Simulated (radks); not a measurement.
# Yb in [Kr] 4d10 4f14 5s1 5p6 6s2 5d1: an all-electron calculation

An exercise on one series of results from a longer session: the logs are not shown, and one member is left open.

Program: radks (a radial shooting solver on a logarithmic mesh, Libxc functionals) version 1. Level of theory: scalar-relativistic Kohn-Sham, BP86, spin-unpolarised, spherical densities, finite nucleus. These are calculated values, not measurements, unless marked.

## What is computed

```
element            : ytterbium (Z = 70)
charge             : 0
electrons          : 70
configuration      : [Kr] 4d10 4f14 5s1 5p6 6s2 5d1
nuclear rms radius : 5.3108 fm
```

Outer shells as boxes (Hund's rule):

Yb
```
[Kr] core
4d [↑↓][↑↓][↑↓][↑↓][↑↓]
4f [↑↓][↑↓][↑↓][↑↓][↑↓][↑↓][↑↓]
5s [↑ ]
5p [↑↓][↑↓][↑↓]
6s [↑↓]
5d [↑ ][  ][  ][  ][  ]
```

Set-up of the first run:

Settings of this run:

```text
Z 70
configuration [Kr] 4d10 4f14 5s1 5p6 6s2 5d1
relativity scalar-relativistic
functional b88,p86
spin unpolarised
nucleus finite rms 5.3108 fm
c 137.035999084
```

Steps of the session up to this table: Self-consistent calculation.

One of the session's tables, all rows but one given; the rest of the session is left out.

It belongs to the step «Orbitals and density». Radial moments (bohr):

```
level      <r>  outermost maximum (interpolated)  90 % within  nodes
   1s  0.01966                            0.0124       0.0357      0
   2s  0.08334                            0.0706        0.129      1
   2p  0.07414                            0.0576        0.121      0
   3s   0.2167                             0.199        0.318      2
   3p   0.2162                             0.197        0.323      1
   3d   0.1961                             0.160        0.305      0
   4s        ?                                 ?            ?      ?
   4p   0.5184                             0.476        0.754      2
   4d   0.5603                             0.491        0.843      1
   5s    1.198                              1.07         1.73      4
   5p    1.424                              1.22         2.10      3
   4f   0.7668                             0.484         1.33      0
   6s    3.669                              3.09         5.45      5
   5d    2.863                              1.87         4.83      2
```

Q: Estimate the row for 4s from the others.

As computed: <r>: 0.4881; outermost maximum (interpolated): 0.455; 90 % within: 0.701; nodes: 3. In the column «<r>» it lies between 3s (0.2167) and 4p (0.5184).
